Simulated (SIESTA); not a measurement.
The system is NaLa.

```xyz
2
Lattice="3.6063 0.0000 0.0000 -1.8031 3.1231 0.0000 0.0000 0.0000 6.4838" Properties=species:S:1:pos:R:3 pbc="T T T"
La    0.0000    0.0000    3.2419
Na    1.8031    1.0410    0.0000
```

The cell comes from a database or a generator and needn't be the stable form of this composition.

Base run:

```yaml
Program: SIESTA 5.4.2
Functional: LDA
Potentials_or_basis: PseudoDojo 0.4 standard (PBE and LDA files)
Basis: DZP (energy shift 0.003 Ry; two zetas on semicore shells)
Grid_cutoff: 800 Ry
Energy_shift: 0.003 Ry
k_mesh: 9 × 9 × 4
Occupations: fermi-dirac, width 0.05 eV
Spin: no spin polarisation
```

Its results: band gap on the k mesh none (metal or under the smearing width); pressure -1.4 GPa.

Question: After a change of settings the same cell gave: band gap on the k mesh none (metal or under the smearing width); pressure -0.2 GPa. Which change was it?
A. functional from LDA to PBE; potentials or basis from PseudoDojo 0.4 standard (PBE and LDA files) to PseudoDojo 0.4 standard (PBE files)
B. functional from LDA to PBEsol; potentials or basis from PseudoDojo 0.4 standard (PBE and LDA files) to PseudoDojo 0.4 standard (PBEsol files)
C. functional from LDA to BLYP; potentials or basis from PseudoDojo 0.4 standard (PBE and LDA files) to PseudoDojo 0.4 standard (PBE files)
D. functional from LDA to revPBE; potentials or basis from PseudoDojo 0.4 standard (PBE and LDA files) to PseudoDojo 0.4 standard (PBE files)

Answer: B.

Caveats: the basis of atomic orbitals isn't converged, which shifts pressures, moduli and gaps; the potentials were made for another functional, which shifts forces and pressure (some runs).
